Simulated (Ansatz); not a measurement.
# SiAsH5+ (doublet): from Hartree-Fock to the top rungs, cc-pVDZ

One table from this session's results is given with a row withheld; the runs are named, their logs left out.

Program: Ansatz 0.2.0, Gaussian basis. Level of theory: cc-pVDZ, core rule «outside noble gas», up to 19 orbitals frozen. These are calculated values, not measurements.

The runs, in order: UHF; CCSD(T) on ROHF; CCSD(T) on UHF; BCCD(T) on ROHF; CISD as a restricted active space (open shells left free, so some higher excitations enter); CCSDT(Q) on ROHF; CCSDT(Q) on UHF; CASSCF and MRCISD+Q, 9 electrons in 9 orbitals; CASSCF and NEVPT2, 9 electrons in 9 orbitals.

12 further runs of the same task are left out: 5 that didn't finish, 7 set aside as unsound or not needed. Runs told in other sessions of the task aren't counted.

## What is computed

The geometry is a PBE0/def2-TZVP stationary point (not a proven minimum) of the parent state, kept for this charge and spin. No spin-orbit coupling is included. The filled d shell of As may be among the frozen orbitals whatever the setting's name suggests.

7 atoms, charge 1, spin multiplicity 2.

Atoms are counted from 1 here; the program's logs count them from 0.

Bond lengths: Si1–As2 2.367 Å, Si1–H3 1.486 Å, Si1–H4 1.486 Å, Si1–H5 1.486 Å, As2–H6 1.523 Å, As2–H7 1.523 Å. Angles: As2–Si1–H3 108.2°, As2–Si1–H4 108.2°, As2–Si1–H5 113.5°, H3–Si1–H4 108.8°, H3–Si1–H5 109.0°, H4–Si1–H5 109.0°, Si1–As2–H6 92.2°, Si1–As2–H7 92.2°, H6–As2–H7 92.2°.

The first run:

Input file in.yaml:

```yaml
crystal:
  periodic: [false, false, false]
  atoms:
    - {symbol: Si, position_ang: [-0.028631, 0.000000, 1.671930]}
    - {symbol: As, position_ang: [0.038419, 0.000000, -0.693626]}
    - {symbol: H, position_ang: [0.688331, -1.208580, 2.156098]}
    - {symbol: H, position_ang: [0.688329, 1.208581, 2.156098]}
    - {symbol: H, position_ang: [-1.407476, -0.000001, 2.225245]}
    - {symbol: H, position_ang: [-1.013572, -1.097536, -0.783178]}
    - {symbol: H, position_ang: [-1.013574, 1.097534, -0.783178]}
basis:
  gaussian: {orbitals: cc-pVDZ}
total_charge: 1
magnetization: {spin_polarized: true, initial_magnetization: 1}
hamiltonian: {xc: hf}
output: {orbitals: {seedname: orbitals}}
```

The run is started by

```
> ansatz run in.yaml --threads 1 --pin off --events-out ev --progress --plain --max-ram 2393MiB
```

Among the steps run: UHF; CCSD(T) on ROHF; CCSD(T) on UHF; BCCD(T) on ROHF; CISD as a restricted active space (open shells left free, so some higher excitations enter); CCSDT(Q) on ROHF; CCSDT(Q) on UHF; CASSCF and MRCISD+Q, 9 electrons in 9 orbitals; CASSCF and NEVPT2, 9 electrons in 9 orbitals.

One of the session's tables, all rows but one given; the rest of the session is left out.

| method | from UCCSDT(Q) (kcal/mol) |
| --- | --- |
| ROHF | ? |
| UHF | +157.67 |
| RMP2 | +34.64 |
| UMP2 | +34.61 |
| CISD | +19.27 |
| RCCSD | +4.93 |
| UCCSD | +4.79 |
| RCCSD(T) | +1.02 |
| UCCSD(T) | +0.96 |
| BCCD(T) | +1.01 |
| RCCSDT | +0.22 |
| UCCSDT | +0.15 |
| RCCSDT(Q) | +0.08 |
| UCCSDT(Q) | 0 |
| CASSCF frontier | +120.36 |
| NEVPT2 frontier | +33.90 |
| MRCISD frontier | +11.67 |
| MRCISD+Q frontier | +1.24 |

Q: Estimate the row for ROHF from the others.

**Answer.** from UCCSDT(Q) (kcal/mol): +159.75. In the column «from UCCSDT(Q) (kcal/mol)» it is the highest.

To keep in mind: Restricted and unrestricted rows rest on different reference determinants; a gap between their highest levels can come from leftover correlation error, from unlike frozen cores or from another state.
